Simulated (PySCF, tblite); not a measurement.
**C₄H₉N₂P: geometry, infrared bands and NMR shifts**

Aim: predict the infrared bands and NMR shifts of C₄H₉N₂P (`CN1C=CN(C)P1`).

Computed with tblite 0.8.0 and PySCF 2.14.0, with density-fitted response routines of our own, on a single molecule in the gas phase. Atoms are numbered from 0 throughout.

## (1) The molecule as given

16 atoms, charge 0, multiplicity 1; geometry from: force field or distance geometry start.

Bonds of the start (Å): C0–N1 1.42, N1–C2 1.38, C2–C3 1.33, C3–N4 1.38, N4–C5 1.43, N4–P6 1.66, P6–N1 1.66, C0–H7 1.10, C0–H8 1.10, C0–H9 1.10, C2–H10 1.09, C3–H11 1.08, C5–H12 1.09, C5–H13 1.10, C5–H14 1.10, P6–H15 1.43.

## (2) Geometry optimisation with GFN2-xTB

What the job is given:

```
{"job": {"kind": "relax", "xc": "GFN2-xTB", "basis": "xTB"}, "charge": 0, "multiplicity": 1}
C     -2.638200     0.276100     0.080600
N     -1.241800     0.026500    -0.046700
C     -0.599600    -0.892300    -0.854700
C      0.727500    -0.799400    -0.851900
N      1.221400     0.191700    -0.027000
C      2.590400     0.444300     0.310400
P     -0.065500     0.942700     0.693600
H     -2.921100     0.539600     1.114000
H     -3.225600    -0.607000    -0.201800
H     -2.950300     1.102700    -0.570100
H     -1.206200    -1.585800    -1.436100
H      1.411900    -1.432900    -1.397200
H      3.261800     0.119000    -0.478600
H      2.787700     1.511600     0.474400
H      2.866800    -0.090000     1.225800
H     -0.027000     0.262300     1.954000
```

Command:

```bash
OMP_NUM_THREADS=1 python probes_run.py task.json out
```

The driver reads the jobs from task.json and runs them one after another.

**Question.** This job is followed by: GFN2-xTB harmonic vibrations, gas phase; GIAO PBE0/pcSseg-1 NMR shielding, non-relativistic, gas phase. What will the session give for the following? strongest single infrared mode (GFN2-xTB); zero-point energy (GFN2-xTB); ¹³C shifts against TMS (PBE0/pcSseg-1, means over atoms taken as alike); ¹H shifts against TMS (PBE0/pcSseg-1, means over atoms taken as alike); ¹⁵N shifts against NH3 (PBE0/pcSseg-1, means over atoms taken as alike); ³¹P shifts against H3PO4 (PBE0/pcSseg-1); surface potential, 1st and 99th percentile.

As calculated:

```
                                                               quantity                  value
                              strongest single infrared mode (GFN2-xTB)  1929 cm⁻¹, 439 km/mol
                                           zero-point energy (GFN2-xTB)          79.3 kcal/mol
¹³C shifts against TMS (PBE0/pcSseg-1, means over atoms taken as alike)        128.7, 40.2 ppm
 ¹H shifts against TMS (PBE0/pcSseg-1, means over atoms taken as alike)   6.75, 5.77, 2.76 ppm
¹⁵N shifts against NH3 (PBE0/pcSseg-1, means over atoms taken as alike)               58.1 ppm
                               ³¹P shifts against H3PO4 (PBE0/pcSseg-1)               62.2 ppm
                                  surface potential, 1st and 99th percentile     -1.04 V and 0.87 V
```

**Reading.** The optimisation took 116 steps and gained 0.467 eV; among the close pairs (by a distance rule), N4–P6 changed most, from 1.655 to 1.720 Å. No mode is imaginary among the 42: a minimum at this level. The strongest single mode, at 1929 cm⁻¹, moves mainly H15. GFN2-xTB is a fitted tight-binding method: band positions and strengths are rough. Its intensities can rank the bands wrongly. The most deshielded carbon is C2, C3 (mean) (alkene carbon bearing nitrogen), at 128.7 ppm: as expected for a trigonal carbon in a double bond. At PBE0/pcSseg-1: Shielding is most anisotropic at N1, N4 (span 154 ppm, paramagnetic term -123 ppm).
